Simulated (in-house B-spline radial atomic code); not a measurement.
# Os⁺ in a hard spherical wall

Wanted: the cost of confining Os⁺, radius by radius. More than one configuration is followed.

Program: in-house B-spline radial atomic code version 1. Level of theory: non-relativistic LDA (Slater, VWN5), spherical fractional occupations, point nucleus, basis-set limit. These are calculated values, not measurements, unless marked.

### Step 1. The system

| Property | Result |
| --- | --- |
| element | osmium (Z = 76) |
| charge | +1 |
| electrons | 75 |
| configuration | [Xe] 4f14 5d6 6s1 |
| Hamiltonian | non-relativistic |
| nucleus | point |

Outer shells as boxes (Hund's rule):

[Xe] 4f14 5d6 6s1
```
[Xe] core
4f [↑↓][↑↓][↑↓][↑↓][↑↓][↑↓][↑↓]
5d [↑↓][↑ ][↑ ][↑ ][↑ ]
6s [↑ ]
```

The boxes only draw the filling; these runs are spin-restricted and spherical.

Settings, as recorded:

```ini
Z = 76
electrons = 75.0
configuration = [Xe] 4f14 5d6 6s1
hamiltonian = nr
method = lda,vwn
spin_polarised = False
```

This reference run was done before. Its total energy is -16285.988429 hartree, and its levels are (the highest eight at most):

| orbital | occupation | energy (eV) | <r> (bohr) |
| --- | --- | --- | --- |
| 4s | 2 | -534.47 | 0.4732 |
| 4p | 6 | -446.23 | 0.4789 |
| 4d | 10 | -284.49 | 0.4916 |
| 5s | 2 | -82.110 | 1.106 |
| 4f | 14 | -70.749 | 0.5414 |
| 5p | 6 | -55.423 | 1.214 |
| 5d | 6 | -15.544 | 1.712 |
| 6s | 1 | -11.620 | 3.055 |

### Step 2. Wall at 6.94 bohr, configuration [Xe] 4f14 5d6 6s1

Settings, as recorded:

```ini
Z = 76
electrons = 75.0
configuration = [Xe] 4f14 5d6 6s1
hamiltonian = nr
method = lda,vwn
spin_polarised = False
wall_radius = 6.94
```

### Step 3. Wall at 3.76 bohr, configuration [Xe] 4f14 5d6 6s1

Changes to the settings of step 2:

```diff
@@ -6,2 +6,2 @@
 spin_polarised = False
-wall_radius = 6.94
+wall_radius = 3.76
```

### Step 4. Wall at 2.05 bohr, configuration [Xe] 4f14 5d6 6s1

Changes to the settings of step 3:

```diff
@@ -6,2 +6,2 @@
 spin_polarised = False
-wall_radius = 3.76
+wall_radius = 2.05
```

### Step 5. Wall at 6.94 bohr, configuration [Kr] 4d9 4f14 5s2 5p6 5d6 5f1 6s1

Settings, as recorded:

```ini
Z = 76
electrons = 75.0
configuration = [Kr] 4d9 4f14 5s2 5p6 5d6 5f1 6s1
hamiltonian = nr
method = lda,vwn
spin_polarised = False
wall_radius = 6.94
```

### Step 6. Wall at 3.76 bohr, configuration [Kr] 4d9 4f14 5s2 5p6 5d6 5f1 6s1

Changes to the settings of step 5:

```diff
@@ -6,2 +6,2 @@
 spin_polarised = False
-wall_radius = 6.94
+wall_radius = 3.76
```

### Step 7. Wall at 2.05 bohr, configuration [Kr] 4d9 4f14 5s2 5p6 5d6 5f1 6s1

Changes to the settings of step 6:

```diff
@@ -6,2 +6,2 @@
 spin_polarised = False
-wall_radius = 3.76
+wall_radius = 2.05
```

### Step 8. Wall at 6.94 bohr, configuration [Kr] 4d10 4f14 5s2 5p5 5d6 5f1 6s1

Settings, as recorded:

```ini
Z = 76
electrons = 75.0
configuration = [Kr] 4d10 4f14 5s2 5p5 5d6 5f1 6s1
hamiltonian = nr
method = lda,vwn
spin_polarised = False
wall_radius = 6.94
```

### Step 9. Wall at 3.76 bohr, configuration [Kr] 4d10 4f14 5s2 5p5 5d6 5f1 6s1

Changes to the settings of step 8:

```diff
@@ -6,2 +6,2 @@
 spin_polarised = False
-wall_radius = 6.94
+wall_radius = 3.76
```

### Step 10. Wall at 2.05 bohr, configuration [Kr] 4d10 4f14 5s2 5p5 5d6 5f1 6s1

Changes to the settings of step 9:

```diff
@@ -6,2 +6,2 @@
 spin_polarised = False
-wall_radius = 3.76
+wall_radius = 2.05
```

**Question.** What do the energy and the highest level do as the wall closes in, and which configuration is lower at each radius?

**Answer**, as computed:

| configuration | radius (bohr) | energy above the free system (eV) | pressure (GPa) | highest level (eV) |
| --- | --- | --- | --- | --- |
| [Xe] 4f14 5d6 6s1 | 6.94 | 0.101 | 0.27 | -11.442 (6s) |
| [Xe] 4f14 5d6 6s1 | 3.76 | 11.965 | 118 | -1.926 (6s) |
| [Xe] 4f14 5d6 6s1 | 2.05 | 323.60 | 16050 | 121.18 (6s) |
| [Kr] 4d9 4f14 5s2 5p6 5d6 5f1 6s1 | 6.94 | 296.45 | 2.63 | 1.928 (5f) |
| [Kr] 4d9 4f14 5s2 5p6 5d6 5f1 6s1 | 3.76 | 318.61 | 161 | 19.047 (5f) |
| [Kr] 4d9 4f14 5s2 5p6 5d6 5f1 6s1 | 2.05 | 663.20 | 17170 | 117.76 (6s) |
| [Kr] 4d10 4f14 5s2 5p5 5d6 5f1 6s1 | 6.94 | 61.557 | 2.61 | 1.881 (5f) |
| [Kr] 4d10 4f14 5s2 5p5 5d6 5f1 6s1 | 3.76 | 84.325 | 168 | 19.105 (5f) |
| [Kr] 4d10 4f14 5s2 5p5 5d6 5f1 6s1 | 2.05 | 437.03 | 17274 | 120.25 (6s) |

What this shows: For [Xe] 4f14 5d6 6s1 the energy above the free reference is 0.101 eV at 6.94 bohr and 323.60 eV at 2.05 bohr, where the electrons press on it with 16050 GPa. Its highest level passes zero between 3.76 and 2.05 bohr; in smaller spheres the level is positive, pushed up by confinement, and the wall keeps the electron in. Of [Xe] 4f14 5d6 6s1 and [Kr] 4d9 4f14 5s2 5p6 5d6 5f1 6s1, the first stays lower at every radius that both share. At 2.05 bohr the lowest of all 3 is [Xe] 4f14 5d6 6s1. A hard wall is a crude model of an atom's surroundings.
